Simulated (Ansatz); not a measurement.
# ClH4SbSi: the cost of one run

Method: RHF/def2-SVP, in Ansatz 0.2.0.

## (1) The starting structure

Bond lengths: Cl1–Si2 2.014 Å, Si2–Sb3 2.544 Å, Si2–H4 1.459 Å, Si2–H5 1.459 Å, Sb3–H6 1.689 Å, Sb3–H7 1.691 Å. Angles: Cl1–Si2–Sb3 111.6°, Cl1–Si2–H4 106.9°, Cl1–Si2–H5 106.9°, Sb3–Si2–H4 111.8°, Sb3–Si2–H5 111.6°, H4–Si2–H5 107.8°, Si2–Sb3–H6 90.7°, Si2–Sb3–H7 90.6°, H6–Sb3–H7 88.6°.

As a file:

```xyz
7

Cl   -1.7979   -1.0615    0.4792
Si   -0.5573   -0.0592   -0.7502
Sb    1.5608    0.6731    0.4535
H    -0.2637   -0.9450   -1.8722
H    -1.3039    1.0831   -1.2673
H     0.6558    1.1638    1.7920
H     1.7062   -0.8542    1.1650
```

## (2) Preparing the start

File input.yaml:

```yaml
crystal:
  periodic: [false, false, false]
  atoms:
    - { symbol: Cl, position_ang: [-1.79789, -1.06155, 0.47917] }
    - { symbol: Si, position_ang: [-0.55734, -0.05919, -0.75022] }
    - { symbol: Sb, position_ang: [1.56079, 0.67307, 0.45352] }
    - { symbol: H, position_ang: [-0.26373, -0.94501, -1.87217] }
    - { symbol: H, position_ang: [-1.30389, 1.08311, -1.2673] }
    - { symbol: H, position_ang: [0.65584, 1.16376, 1.79196] }
    - { symbol: H, position_ang: [1.70622, -0.85419, 1.16504] }
basis:
  gaussian: { orbitals: def2-SVP }
hamiltonian:
  xc: hf
relax:
  f_tol: 0.02
  max_steps: 40
scf:
  lower_state_search: "off"
```

On the command line:

```bash
ansatz run input.yaml --threads 1 --pin off --max-ram 2048MiB --backend cpu --events-out ev --progress --plain --runs-dir out
```

**Question.** How long does this run take on 1 thread of Arm Neoverse V1, shared host, and how much memory does it need?

About 13 s, with a peak of 0.15 GiB.
